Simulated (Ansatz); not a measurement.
Run this with the Python package of Ansatz (0.2.0) and show what comes out.

`sr3mg.py`:
```python
"""DFPT phonons of Sr3Mg."""

from pathlib import Path

import ansatz as az
import numpy as np
from pymatgen.core import Lattice, Structure
from pymatgen.io.ase import AseAtomsAdaptor

MESH = (6, 6, 6)


def main() -> None:
    pmg_structure = Structure(
        Lattice([(5.65022, 0.0, 0.0), (0.0, 5.65022, 0.0), (0.0, 0.0, 5.65022)]),
        ["Sr", "Sr", "Sr", "Mg"],
        [
            (0.5, 0.5, 0.0),
            (0.5, 0.0, 0.5),
            (0.0, 0.5, 0.5),
            (0.0, 0.0, 0.0),
        ],
    )
    system = az.Crystal.from_ase(AseAtomsAdaptor.get_atoms(pmg_structure))

    job = (
        system.calculation()
        .functional(az.Functional.LDA)
        .occupations(az.OccupationsMethod.FERMI_DIRAC, width=100 * az.meV)
        .kpoints(*MESH)
        .phonons("dfpt", points=[(0, 0, 0), (0.5, 0.5, 0.5), (0.5, 0.5, 0)])
    )
    done = job.run(threads=1, runs_dir="runs")
    ph = done.phonons

    for q in ph.qpoints:
        thz = np.asarray(q.omega_inv_cm) / 33.35641
        print("q = ({:.2f}, {:.2f}, {:.2f})".format(*q.q_frac), np.round(thz, 2) + 0.0, "THz")


if __name__ == "__main__":
    main()
```

`python sr3mg.py` gives:
```text
DeckWarning: basis.ecutwfc = 420 eV, auto-derived from the records' recommended cutoffs: set by Sr (normal level)
RunWarning: eigensolver did not converge (k=4): 1 band(s) unlocked after 2 eigensolves, warm-restarted (20 sweeps on the last) at ethr=1.30e-12 eV (storage-precision floor; scheduled 1.00e-12 eV) [...]
q = (0.00, 0.00, 0.00) [0.   0.   0.   1.98 1.98 1.98 2.57 2.57 2.57 3.44 3.44 3.44] THz
q = (0.50, 0.50, 0.50) [-0.75 -0.75 -0.75  1.84  1.84  2.58  2.58  2.58  2.71  2.71  2.71  3.59] THz
q = (0.50, 0.50, 0.00) [-0.76  1.72  1.72  1.74  2.02  2.02  2.55  2.61  2.72  2.72  2.77  3.08] THz
```
(Warnings from the package without file and line, shortened.)

Reading the output:
- The cell isn't relaxed first, so the values belong to this volume.
- The structure comes from a database of computed cells and needn't be a stable or known phase.
- The structure is taken as given; imaginary modes can come from an unrelaxed or unstable start. Phonons of metals also depend on mesh and smearing.
- Run time: 4.6 min on 1 thread of Arm Neoverse V2 (shared host), peak memory 1.1 GiB.

(Lines on the test bed's own set-up are left out of the output.)
